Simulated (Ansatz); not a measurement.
# CH₅BFNO: how energies converge with the basis set

The task here is to estimate one member of a computed series from the others.

Computed with Ansatz 0.2.0, Gaussian basis. Level: one geometry, several basis sets.

Levels to be run: PBE0-D4/def2-SVP; ωB97M-V/def2-SVP; PBE0-D4/def2-QZVPP; ωB97M-V/def2-QZVPP; the functionals' def2-TZVPP values are taken from earlier runs.

## Structure used throughout

All runs share one geometry, relaxed beforehand with PBE0-D4 in a triple-zeta def2 set.

SMILES `COB(N)F`, 10 atoms, charge 0, spin multiplicity 1.

Atoms are counted from 1 here; the program's logs count them from 0.

Bond lengths: C1–O2 1.405 Å, C1–H6 1.096 Å, C1–H7 1.096 Å, C1–H8 1.090 Å, O2–B3 1.359 Å, B3–N4 1.405 Å, B3–F5 1.338 Å, N4–H9 1.003 Å, N4–H10 1.004 Å. Angles: O2–C1–H6 111.5°, O2–C1–H7 111.5°, O2–C1–H8 108.0°, H6–C1–H7 109.0°, H6–C1–H8 108.4°, H7–C1–H8 108.4°, C1–O2–B3 120.8°, O2–B3–N4 125.0°, O2–B3–F5 116.2°, N4–B3–F5 118.8°, B3–N4–H9 124.2°, B3–N4–H10 121.4°, H9–N4–H10 114.5°.

The first run:

Contents of in.yaml:

```yaml
crystal:
  periodic: [false, false, false]
  atoms:
    - {symbol: C, position_ang: [-1.333487, 0.262988, -0.477808]}
    - {symbol: O, position_ang: [-0.091814, 0.111297, -1.118477]}
    - {symbol: B, position_ang: [1.035082, -0.141823, -0.402106]}
    - {symbol: N, position_ang: [1.089136, -0.275292, 0.995149]}
    - {symbol: F, position_ang: [2.166444, -0.269425, -1.105158]}
    - {symbol: H, position_ang: [-1.324818, 1.107422, 0.220802]}
    - {symbol: H, position_ang: [-1.619256, -0.645278, 0.064942]}
    - {symbol: H, position_ang: [-2.085375, 0.457331, -1.242637]}
    - {symbol: H, position_ang: [0.293193, -0.194884, 1.599407]}
    - {symbol: H, position_ang: [1.953894, -0.463235, 1.468787]}
basis:
  gaussian: {orbitals: def2-SVP}
hamiltonian: {xc: pbe0, dispersion: d4}
output: {orbitals: {seedname: orbitals}}
```

Steps of the session up to this table: PBE0-D4 in def2-SVP; ωB97M-V in def2-SVP; PBE0-D4 in def2-QZVPP; ωB97M-V in def2-QZVPP.

One of the session's tables, all rows but one given; the rest of the session is left out.

It belongs to the step «Density functionals: the series». 

```
functional       basis  HOMO (eV)  LUMO (eV)
   PBE0-D4    def2-SVP          ?          ?
   PBE0-D4  def2-TZVPP      -8.00       0.70
   PBE0-D4  def2-QZVPP      -8.05       0.38
   ωB97M-V    def2-SVP     -10.17       3.12
   ωB97M-V  def2-TZVPP     -10.41       2.02
   ωB97M-V  def2-QZVPP     -10.45       1.52
```

Estimate the missing values for PBE0-D4, def2-SVP.

As computed: HOMO (eV): -7.78; LUMO (eV): 1.50. In the column «HOMO (eV)» it is the highest.
